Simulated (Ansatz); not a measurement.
# C4H4Si: basis-set convergence

How large a basis does C4H4Si need? Two functionals and correlated methods are run in growing sets.

Method: one geometry, several basis sets; program: Ansatz 0.2.0, Gaussian basis.

Plan: PBE0-D4/def2-SVP; ωB97M-V/def2-SVP; PBE0-D4/def2-QZVPP; ωB97M-V/def2-QZVPP; CCSD(T)/cc-pV(D+d)Z; CCSD(T)/cc-pV(T+d)Z; CCSD(T)/cc-pV(Q+d)Z; the functionals' def2-TZVPP values are taken from earlier runs.

**1. The relaxed structure**

All runs share one geometry, relaxed beforehand with PBE0-D4 in a triple-zeta def2 set.

9 atoms, charge 0, spin multiplicity 1.

Atoms are counted from 1 here; the program's logs count them from 0.

Bond lengths: C1–C2 1.205 Å, C1–H6 1.066 Å, C2–Si3 1.821 Å, Si3–C4 1.821 Å, Si3–H7 1.481 Å, Si3–H8 1.481 Å, C4–C5 1.205 Å, C5–H9 1.066 Å. Angles: C2–C1–H6 179.8°, C1–C2–Si3 179.3°, C2–Si3–C4 109.7°, C2–Si3–H7 109.3°, C2–Si3–H8 109.3°, C4–Si3–H7 109.3°, C4–Si3–H8 109.3°, H7–Si3–H8 109.9°, Si3–C4–C5 179.3°, C4–C5–H9 179.8°.

**2. PBE0-D4 in def2-SVP**

Input file in.yaml:

```yaml
crystal:
  periodic: [false, false, false]
  atoms:
    - {symbol: C, position_ang: [1.986064, -0.068009, 1.693040]}
    - {symbol: C, position_ang: [1.245019, -0.318184, 0.775771]}
    - {symbol: Si, position_ang: [0.139517, -0.713752, -0.616364]}
    - {symbol: C, position_ang: [-1.252921, 0.459594, -0.648381]}
    - {symbol: C, position_ang: [-2.180563, 1.228677, -0.681707]}
    - {symbol: H, position_ang: [2.639623, 0.155608, 2.505083]}
    - {symbol: H, position_ang: [0.896061, -0.611380, -1.885802]}
    - {symbol: H, position_ang: [-0.384559, -2.089255, -0.450097]}
    - {symbol: H, position_ang: [-2.999844, 1.910302, -0.708643]}
basis:
  gaussian: {orbitals: def2-SVP}
hamiltonian: {xc: pbe0, dispersion: d4}
output: {orbitals: {seedname: orbitals}}
```

Launch:

```bash
$ ansatz run in.yaml --threads 2 --pin off --events-out ev --progress --plain --max-ram 32768MiB --backend cpu
```

After this run come: ωB97M-V in def2-SVP; PBE0-D4 in def2-QZVPP; ωB97M-V in def2-QZVPP; CCSD(T) in cc-pV(D+d)Z; CCSD(T) in cc-pV(T+d)Z; CCSD(T) in cc-pV(Q+d)Z.

Q: Predict the results of all the runs planned. Wanted: MP2 correlation recovered, cc-pV(D+d)Z; MP2 correlation recovered, cc-pV(T+d)Z; MP2 correlation recovered, cc-pV(Q+d)Z; CCSD(T) limit from def2 sets; PBE0-D4: double and triple zeta above quadruple; ωB97M-V: double and triple zeta above quadruple.

**Answer**, as computed:

```
                                                                 quantity          value
                                   MP2 correlation recovered, cc-pV(D+d)Z         74.2 %
                                   MP2 correlation recovered, cc-pV(T+d)Z         90.0 %
                                   MP2 correlation recovered, cc-pV(Q+d)Z         95.8 %
CCSD(T) limit from def2 sets (earlier runs) less the limit of this series        -13 meV
                          PBE0-D4: double and triple zeta above quadruple  8.02, 0.49 eV
                          ωB97M-V: double and triple zeta above quadruple  8.20, 0.44 eV
```

**Reading.** PBE0-D4 gains 7.53 eV from double to triple zeta, then 0.49 eV more. In cc-pV(D+d)Z MP2 holds 74 % of its limit, in cc-pV(Q+d)Z 96 %, while Hartree-Fock is within 0.109 eV in the largest set. A limit from the def2 sets, made apart, differs by 13 meV, a least measure of the doubt on such a limit. Total energies overstate the basis error of differences, where much of it tends to cancel.
